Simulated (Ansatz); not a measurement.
# CH7AsSi: one species, many methods

An exercise on one series of results from a longer session: the logs are not shown, and one member is left open.

Program: Ansatz 0.2.0, Gaussian basis. Level of theory: functionals in def2-TZVPP, the program's frozen cores in correlated methods. These are calculated values, not measurements.

Levels to be run: LDA (SPW92), PBE-D4, revPBE-D4, BLYP-D4, r2SCAN-D4, B97M-V, PBE0-D4, B3LYP-D4, r2SCANh-D4, r2SCAN0-D4, HSE06-D4, BHLYP-D4, CAM-B3LYP-D4, LC-ωPBE, ωB97X-V, ωB97M-V, B2PLYP, PBE-QIDH; CCSD(T)/def2-SVP; CCSD(T)/def2-TZVPP; MP2/def2-QZVPP; extrapolation to the limit; RPA on PBE.

**The relaxed structure**

An earlier PBE0-D4 in a triple-zeta def2 set relaxation fixed the geometry.

10 atoms, charge 0, spin multiplicity 1.

Atoms are counted from 1 here; the program's logs count them from 0.

Bond lengths: Si1–C2 1.867 Å, Si1–H4 1.491 Å, Si1–H5 1.487 Å, Si1–H6 1.487 Å, C2–As3 1.981 Å, C2–H7 1.093 Å, C2–H8 1.093 Å, As3–H9 1.526 Å, As3–H10 1.526 Å. Angles: C2–Si1–H4 111.7°, C2–Si1–H5 109.7°, C2–Si1–H6 109.7°, H4–Si1–H5 108.4°, H4–Si1–H6 108.4°, H5–Si1–H6 108.8°, Si1–C2–As3 114.3°, Si1–C2–H7 111.0°, Si1–C2–H8 111.0°, As3–C2–H7 106.7°, As3–C2–H8 106.7°, H7–C2–H8 106.8°, C2–As3–H9 95.8°, C2–As3–H10 95.8°, H9–As3–H10 91.5°.

Set-up of the first run:

Contents of in.yaml:

```yaml
crystal:
  periodic: [false, false, false]
  atoms:
    - {symbol: Si, position_ang: [-1.000950, 0.541432, -0.467876]}
    - {symbol: C, position_ang: [0.116945, -0.923758, -0.167297]}
    - {symbol: As, position_ang: [1.730187, -0.510955, 0.904881]}
    - {symbol: H, position_ang: [-2.195552, 0.166645, -1.277287]}
    - {symbol: H, position_ang: [-0.253659, 1.601090, -1.195922]}
    - {symbol: H, position_ang: [-1.468006, 1.091060, 0.832551]}
    - {symbol: H, position_ang: [-0.414531, -1.720233, 0.360024]}
    - {symbol: H, position_ang: [0.468070, -1.348456, -1.111356]}
    - {symbol: H, position_ang: [1.001514, 0.291677, 1.978278]}
    - {symbol: H, position_ang: [2.099083, 0.760599, 0.146903]}
basis:
  gaussian: {orbitals: def2-TZVPP}
hamiltonian: {xc: lda}
output: {orbitals: {seedname: orbitals}}
```

On the command line:

```
$ ansatz run in.yaml --threads 2 --pin off --events-out ev --progress --plain --max-ram 4352MiB
```

Steps of the session up to this table: LDA; PBE-D4 (GGA); revPBE-D4 (GGA); BLYP-D4 (GGA); r2SCAN-D4 (meta-GGA); B97M-V (meta-GGA); PBE0-D4 (hybrid); B3LYP-D4 (hybrid); r2SCANh-D4 (hybrid); r2SCAN0-D4 (hybrid); HSE06-D4 (hybrid); BHLYP-D4 (hybrid); CAM-B3LYP-D4 (range-separated); LC-ωPBE (range-separated); ωB97X-V (range-separated); ωB97M-V (range-separated); B2PLYP (double hybrid); PBE-QIDH (double hybrid).

One of the session's tables, all rows but one given; the rest of the session is left out.

It belongs to the step «Orbital energies across the functionals». 

```
  functional  HOMO (eV)  gap (eV)
 LDA (SPW92)      -6.24      5.22
      PBE-D4      -6.13      5.31
   revPBE-D4      -6.08      5.36
     BLYP-D4      -6.00      5.29
   r2SCAN-D4      -6.37      5.89
      B97M-V          ?         ?
     PBE0-D4      -7.20      7.19
    B3LYP-D4      -7.02      6.78
  r2SCANh-D4      -6.77      6.57
  r2SCAN0-D4      -7.36      7.57
    HSE06-D4      -6.81      6.42
    BHLYP-D4      -8.17      8.95
CAM-B3LYP-D4      -8.47      9.41
     LC-ωPBE      -9.76     11.87
     ωB97X-V      -9.43     11.37
     ωB97M-V      -9.32     10.96
```

Q: Estimate the row for B97M-V from the others.

**Answer.** HOMO (eV): -6.46; gap (eV): 5.77. In the column «HOMO (eV)» it lies between r2SCANh-D4 (-6.77) and r2SCAN-D4 (-6.37).
